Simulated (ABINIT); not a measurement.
# ScSi2 (P6/mmm) in ABINIT: further runs

The runs below take ScSi2 through single point, with PBE, PBEsol.

Everything below comes from runs of ABINIT 10.8.3 (patched build). Logs are shortened: lines on timing, memory, paths and dates and some standing lists are left out, and cuts for length are marked. The log counts tension as positive stress, the text compression.

## (1) The crystal as given

The structure is hexagonal, space group P6/mmm (No. 191). Conventional cell: a = 3.660 Å, b = 3.660 Å, c = 3.870 Å, α = 90.00°, β = 90.00°, γ = 120.00°. Sc (site symmetry 6/mmm) has 12 Si at 2.87 Å as nearest neighbours. Around Si (site symmetry -6m2) lie 3 Si at 2.11 Å.

## (2) Single point, PBE

Input file run.abi:

```
# Pseudopotentials
pp_dirpath "./"
pseudos "21_Sc_11_2.4_2.5_pbe_n_v1.0.psp8, 14_Si_4_1.9_1.9_pbe_n_v1.0.psp8"

# Structure
acell 3*1.0
rprim
     6.9163976161     0.0000000000     0.0000000000
    -3.4581988081     5.9897760383     0.0000000000
     0.0000000000     0.0000000000     7.3132401023
ntypat 2
znucl 21 14
natom 3
typat 1 2 2
xred
     0.0000000000     0.0000000000     0.0000000000
     0.6666666667     0.3333333333     0.5000000000
     0.3333333333     0.6666666667     0.5000000000

# Plane-wave basis
ecut 18.0

# k points
kptopt 1
ngkpt 6 6 5
nshiftk 1
shiftk 0.0 0.0 0.0

# Exchange and correlation
ixc 11

# Bands and occupations
nband 14
occopt 3
tsmear 0.05 eV

# SCF cycle
nstep 100
tolvrs 1.0e-10

# Output
iomode 3
prtwf 0
prtden 0
prteig 0
prtebands 0
enunit 1
```

Potentials or basis: SPMS NC PBE v1.0.

Run with:

```
$ abinit run.abi > log 2>&1
```

run.abo:

```text
.Version 10.8.3 of ABINIT
 Symmetries : space group P6/m m m (#191); Bravais hP (primitive hexag.)
================================================================================
 Values of the parameters that define the memory need of the present run
     intxc =       0    ionmov =       0      iscf =       7    lmnmax =       6
     lnmax =       6     mgfft =      30  mpssoang =       3    mqgrid =    3001
     natom =       3  nloc_mem =       1    nspden =       1   nspinor =       1
    nsppol =       1      nsym =      24    n1xccc =    2501    ntypat =       2
    occopt =       3   xclevel =       2
       mpw =        1118          nfft =       27000          nkpt =          21
================================================================================
================================================================================

--------------------------------------------------------------------------------
------------- Echo of variables that govern the present computation ------------
--------------------------------------------------------------------------------
 -outvars: echo values of preprocessed input variables --------
            acell      1.0000000000E+00  1.0000000000E+00  1.0000000000E+00 Bohr
              amu      4.49559100E+01  2.80855000E+01
             ecut      1.80000000E+01 Hartree
           enunit           1
              ixc          11
         kptrlatt        6    0    0      0    6    0      0    0    5
          kptrlen      3.65662005E+01
            natom           3
            nband          14
            ngfft          30      30      30
             nkpt          21
            nstep         100
             nsym          24
           ntypat           2
           occopt           3
           prtden           0
        prtebands           0
           prteig           0
            prtwf           0
            rprim      6.9163976161E+00  0.0000000000E+00  0.0000000000E+00
                      -3.4581988081E+00  5.9897760383E+00  0.0000000000E+00
                       0.0000000000E+00  0.0000000000E+00  7.3132401023E+00
          spgroup         191
           tolvrs      1.00000000E-10
           tsmear      1.83746611E-03 Hartree
            typat      1  2  2
           xangst      0.0000000000E+00  0.0000000000E+00  0.0000000000E+00
                       1.8299999987E+00  1.0565509919E+00  1.9349999987E+00
                      -1.7639245872E-11  2.1131019838E+00  1.9349999987E+00
            xcart      0.0000000000E+00  0.0000000000E+00  0.0000000000E+00
                       3.4581988080E+00  1.9965920128E+00  3.6566200511E+00
                      -3.3333343766E-11  3.9931840255E+00  3.6566200511E+00
             xred      0.0000000000E+00  0.0000000000E+00  0.0000000000E+00
                       6.6666666667E-01  3.3333333333E-01  5.0000000000E-01
                       3.3333333333E-01  6.6666666667E-01  5.0000000000E-01
            znucl       21.00000   14.00000

================================================================================

 chkinp: Checking input parameters for consistency.

================================================================================
== DATASET  1 ==================================================================

--- !DatasetInfo
iteration_state: {dtset: 1, }
dimensions: {natom: 3, nkpt: 21, mband: 14, nsppol: 1, nspinor: 1, nspden: 1, mpw: 1118, }
cutoff_energies: {ecut:  18.0, pawecutdg:  -1.0, }
electrons: {nelect:   1.90000000E+01, charge:   0.00000000E+00, occopt:   3.00000000E+00, tsmear:   1.83746611E-03, }
meta: {optdriver: 0, ionmov: 0, optcell: 0, iscf: 7, paral_kgb: 0, }
...

 Exchange-correlation functional for the present dataset will be:
  GGA: Perdew-Burke-Ernzerhof functional - ixc=11
  J.P.Perdew, K.Burke, M.Ernzerhof, PRL 77, 3865 (1996)

 Real(R)+Recip(G) space primitive vectors, cartesian coordinates (Bohr,Bohr^-1):
 R(1)=  6.9163976  0.0000000  0.0000000  G(1)=  0.1445839  0.0834756  0.0000000
 R(2)= -3.4581988  5.9897760  0.0000000  G(2)=  0.0000000  0.1669512  0.0000000
 R(3)=  0.0000000  0.0000000  7.3132401  G(3)=  0.0000000  0.0000000  0.1367383
 Unit cell volume ucvol=  3.0297052E+02 bohr^3
 Angles (23,13,12)=  9.00000000E+01  9.00000000E+01  1.20000000E+02 degrees

 getcut: wavevector=  0.0000  0.0000  0.0000  ngfft=  30  30  30
         ecut(hartree)=     18.000   => boxcut(ratio)=   2.14788

--- Pseudopotential description ------------------------------------------------
- pspini: atom type   1  psp file is ./21_Sc_11_2.4_2.5_pbe_n_v1.0.psp8
    8   11    2    4       600   0.00000      pspcod,pspxc,lmax,lloc,mmax,r2well
    5.99000000000000    5.00000000000000    0.00000000000000   rchrg,fchrg,qchrg
     nproj     2     2     2
     extension_switch     1

- pspini: atom type   2  psp file is ./14_Si_4_1.9_1.9_pbe_n_v1.0.psp8
    8   11    2    4       600   0.00000      pspcod,pspxc,lmax,lloc,mmax,r2well
    5.99000000000000    4.00000000000000    0.00000000000000   rchrg,fchrg,qchrg
     nproj     2     2     2
     extension_switch     1

   6.11387770E+02                                ecore*ucvol(ha*bohr**3)
--------------------------------------------------------------------------------

================================================================================

--- !BeginCycle
iteration_state: {dtset: 1, }
solver: {iscf: 7, nstep: 100, nline: 4, wfoptalg: 0, }
tolerances: {tolvrs: 1.00E-10, }
...

     iter   Etot(hartree)      deltaE(h)  residm     vres2
 ETOT  1  -56.594953251979    -5.659E+01 9.649E-02 1.301E+02
 ETOT  2  -56.611322016865    -1.637E-02 3.414E-02 1.448E+02
 ETOT  3  -56.664395287002    -5.307E-02 6.348E-03 8.356E-02
 ETOT  4  -56.664518603389    -1.233E-04 2.066E-03 3.042E-03
 ETOT  5  -56.664520859942    -2.257E-06 4.813E-04 1.245E-03
 ETOT  6  -56.664521327885    -4.679E-07 9.038E-04 3.895E-05
 ETOT  7  -56.664521344956    -1.707E-08 5.082E-04 1.157E-07
 ETOT  8  -56.664521345350    -3.946E-10 7.624E-04 1.669E-08
 ETOT  9  -56.664521345384    -3.318E-11 5.797E-04 1.280E-11

 At SCF step    9       vres2   =  1.28E-11 < tolvrs=  1.00E-10 =>converged.

 Cartesian components of stress tensor (hartree/bohr^3)
  sigma(1 1)= -1.22874440E-03  sigma(3 2)=  0.00000000E+00
  sigma(2 2)= -1.22874440E-03  sigma(3 1)=  0.00000000E+00
  sigma(3 3)= -2.48276562E-05  sigma(2 1)=  4.53429170E-14

--- !ResultsGS
iteration_state: {dtset: 1, }
comment   : Summary of ground state results
lattice_vectors:
- [  6.9163976,   0.0000000,   0.0000000, ]
- [ -3.4581988,   5.9897760,   0.0000000, ]
- [  0.0000000,   0.0000000,   7.3132401, ]
lattice_lengths: [   6.91640,    6.91640,    7.31324, ]
lattice_angles: [ 90.000,  90.000, 120.000, ] # degrees, (23, 13, 12)
lattice_volume:   3.0297052E+02
convergence: {deltae: -3.318E-11, res2:  1.280E-11, residm:  5.797E-04, diffor: null, }
etotal    :  -5.66645213E+01
entropy   :   0.00000000E+00
fermie    :   3.63924499E-01
cartesian_stress_tensor: # hartree/bohr^3
- [ -1.22874440E-03,   4.53429170E-14,   0.00000000E+00, ]
- [  4.53429170E-14,  -1.22874440E-03,   0.00000000E+00, ]
- [  0.00000000E+00,   0.00000000E+00,  -2.48276562E-05, ]
pressure_GPa:   2.4344E+01
xred      :
- [  0.0000E+00,   0.0000E+00,   0.0000E+00, Sc]
- [  6.6667E-01,   3.3333E-01,   5.0000E-01, Si]
- [  3.3333E-01,   6.6667E-01,   5.0000E-01, Si]
cartesian_forces: # hartree/bohr
- [  1.03816866E-28,   2.99693478E-28,  -0.00000000E+00, ]
- [ -8.30534930E-28,  -2.03791565E-27,  -0.00000000E+00, ]
- [  7.26718064E-28,   1.73822217E-27,  -0.00000000E+00, ]
force_length_stats: {min:   3.17165765E-28, max:   2.20065637E-27, mean:   1.46728108E-27, }
...

 Integrated electronic density in atomic spheres:
 ------------------------------------------------
 Atom  Sphere_radius  Integrated_density
    1        2.00000          8.51497383
    2        2.00000          2.00439950
    3        2.00000          2.00439950
================================================================================

 ----iterations are completed or convergence reached----

 Mean square residual over all n,k,spin=   48.077E-07; max=  57.968E-05
 reduced coordinates (array xred) for    3 atoms
       0.000000000000      0.000000000000      0.000000000000
       0.666666666667      0.333333333333      0.500000000000
       0.333333333333      0.666666666667      0.500000000000
 rms dE/dt=  4.9226E-27; max dE/dt=  1.0771E-26; dE/dt below (all hartree)
    1       0.000000000000      0.000000000000      0.000000000000
    2       0.000000000000      0.000000000000      0.000000000000
    3      -0.000000000000     -0.000000000000      0.000000000000

 cartesian coordinates (angstrom) at end:
    1      0.00000000000000     0.00000000000000     0.00000000000000
    2      1.82999999874166     1.05655099191029     1.93499999868682
    3     -0.00000000001764     2.11310198382059     1.93499999868682

 cartesian forces (hartree/bohr) at end:
    1      0.00000000000000     0.00000000000000    -0.00000000000000
    2     -0.00000000000000    -0.00000000000000    -0.00000000000000
    3      0.00000000000000     0.00000000000000    -0.00000000000000
 frms,max,avg= 9.7142610E-28 2.0379157E-27   0.000E+00  0.000E+00  0.000E+00 h/b

 cartesian forces (eV/Angstrom) at end:
    1      0.00000000000000     0.00000000000000    -0.00000000000000
    2     -0.00000000000000    -0.00000000000000    -0.00000000000000
    3      0.00000000000000     0.00000000000000    -0.00000000000000
 frms,max,avg= 4.9952739E-26 1.0479384E-25   0.000E+00  0.000E+00  0.000E+00 e/A
 length scales=  1.000000000000  1.000000000000  1.000000000000 bohr
              =  0.529177210544  0.529177210544  0.529177210544 angstroms
 Fermi (or HOMO) energy (eV) =   9.90289   Average Vxc (eV)= -11.16414
 Eigenvalues (   eV  ) for nkpt=  21  k points:
 kpt#   1, nband= 14, wtk=  0.00556, kpt=  0.0000  0.0000  0.0000 (reduced coord)
 -39.89498  -18.57063  -18.49408  -18.49407   -4.09611    6.19798    6.30463    6.30463
   7.70199   10.84385   10.84386   10.92552   11.40141   11.40162
 prteigrs : prtvol=0 or 1, do not print more k-points.

--- !EnergyTerms
iteration_state     : {dtset: 1, }
comment             : Components of total free energy in Hartree
kinetic             :  2.03813115178163E+01
hartree             :  1.10028731657557E+01
xc                  : -1.13681654542883E+01
Ewald energy        : -4.27028974831581E+01
psp_core            :  2.01797777370916E+00
local_psp           : -4.06151679224281E+01
non_local_psp       :  4.62009489343907E+00
internal            : -5.66639735091542E+01
'-kT*entropy'       : -5.47836229312586E-04
total_energy        : -5.66645213453835E+01
total_energy_eV     : -1.54192017677287E+03
band_energy         : -5.35683245101373E+00
...

 Cartesian components of stress tensor (hartree/bohr^3)
  sigma(1 1)= -1.22874440E-03  sigma(3 2)=  0.00000000E+00
  sigma(2 2)= -1.22874440E-03  sigma(3 1)=  0.00000000E+00
  sigma(3 3)= -2.48276562E-05  sigma(2 1)=  4.53429170E-14

-Cartesian components of stress tensor (GPa)         [Pressure=  2.4344E+01 GPa]
- sigma(1 1)= -3.61509085E+01  sigma(3 2)=  0.00000000E+00
- sigma(2 2)= -3.61509085E+01  sigma(3 1)=  0.00000000E+00
- sigma(3 3)= -7.30454864E-01  sigma(2 1)=  1.33403468E-09

== END DATASET(S) ==============================================================
================================================================================

 -outvars: echo values of variables after computation  --------
            acell      1.0000000000E+00  1.0000000000E+00  1.0000000000E+00 Bohr
           etotal     -5.6664521345E+01
            fcart      1.0381686624E-28  2.9969347835E-28 -0.0000000000E+00
                      -8.3053492992E-28 -2.0379156528E-27 -0.0000000000E+00
                       7.2671806368E-28  1.7382221744E-27 -0.0000000000E+00
            rprim      6.9163976161E+00  0.0000000000E+00  0.0000000000E+00
                      -3.4581988081E+00  5.9897760383E+00  0.0000000000E+00
                       0.0000000000E+00  0.0000000000E+00  7.3132401023E+00
           strten     -1.2287444046E-03 -1.2287444047E-03 -2.4827656193E-05
                       0.0000000000E+00  0.0000000000E+00  4.5342917010E-14
           xangst      0.0000000000E+00  0.0000000000E+00  0.0000000000E+00
                       1.8299999987E+00  1.0565509919E+00  1.9349999987E+00
                      -1.7639245872E-11  2.1131019838E+00  1.9349999987E+00
             xred      0.0000000000E+00  0.0000000000E+00  0.0000000000E+00
                       6.6666666667E-01  3.3333333333E-01  5.0000000000E-01
                       3.3333333333E-01  6.6666666667E-01  5.0000000000E-01
 Calculation completed.
```

It took 11 s on 1 thread of Arm Neoverse V1, shared host; peak memory 0.06 GiB.

Results:

- Free energy: -1541.9202 eV
- Band gap on the k mesh: none (metal or under the smearing width)
- Valence electrons inside the program's atomic spheres: Sc 8.52; Si 2.00

Levels at points of the mesh, in eV from the Fermi level:
```
           k point  band 7  band 8  band 9  band 10  band 11  band 12
(0.00, 0.00, 0.00)   -3.60   -3.60   -2.20     0.94     0.94     1.02
(0.50, 0.00, 0.00)   -4.66   -3.36   -2.88     0.35     0.64     2.13
```

Caveat: the cutoff is too short for stress, so the log's stress isn't used.

## (3) Single point, PBEsol

Input file run.abi:

```
pp_dirpath "./"
pseudos "Sc.GGA_PBE-ansatz.xml, Si.GGA_PBE-ansatz.xml"

acell 3.66 3.66 3.87 Angstrom
rprim
     1.0000000000     0.0000000000     0.0000000000
    -0.5000000000     0.8660254038     0.0000000000
     0.0000000000     0.0000000000     1.0000000000
ntypat 2
znucl 21 14
natom 3
typat 1 2 2
xcart
     0.0000000000     0.0000000000     0.0000000000
     3.4581988084     1.9965920126     3.6566200512
    -0.0000000003     3.9931840258     3.6566200512

ecut 15.4
pawecutdg 30.8
pawxcdev 0
pawovlp -1

kptopt 1
ngkpt 6 6 5
nshiftk 1
shiftk 0.0 0.0 0.0

ixc -116133

nband 14
occopt 3
tsmear 0.05 eV

nstep 100
tolvrs 1.0e-9

iomode 3
prtwf 0
prtden 0
prteig 0
prtebands 0
enunit 2
prtvol 2
```

Potentials or basis: Ansatz PAW PBE default generated set, frozen core.

Run with:

```
$ abinit run.abi > log 2>&1
```

Run time: 53 s. Hardware: 1 thread of Arm Neoverse V1, shared host; peak memory 0.23 GiB.

The run converged. Its results:

```yaml
Free_energy: -1495.2961 eV
Pressure: 21.8 GPa
Band_gap_on_the_k_mesh: none (metal or under the smearing width)
```

Stress tensor (GPa, compression positive):
```
33.85  0.00  0.00
 0.00 33.85  0.00
 0.00  0.00 -2.18
```

Levels at points of the mesh, in eV from the Fermi level:
| k point | band 7 | band 8 | band 9 | band 10 | band 11 | band 12 |
| --- | --- | --- | --- | --- | --- | --- |
| (0.00, 0.00, 0.00) | -3.57 | -3.57 | -2.24 | 0.94 | 0.94 | 1.06 |
| (0.50, 0.00, 0.00) | -4.62 | -3.34 | -2.90 | 0.37 | 0.63 | 2.13 |

Caveat: the atomic spheres overlap; so large a pressure means that the cell lies far from this level's equilibrium, or that cutoff or potentials fall short; the potentials were made for another functional, which shifts forces and pressure.
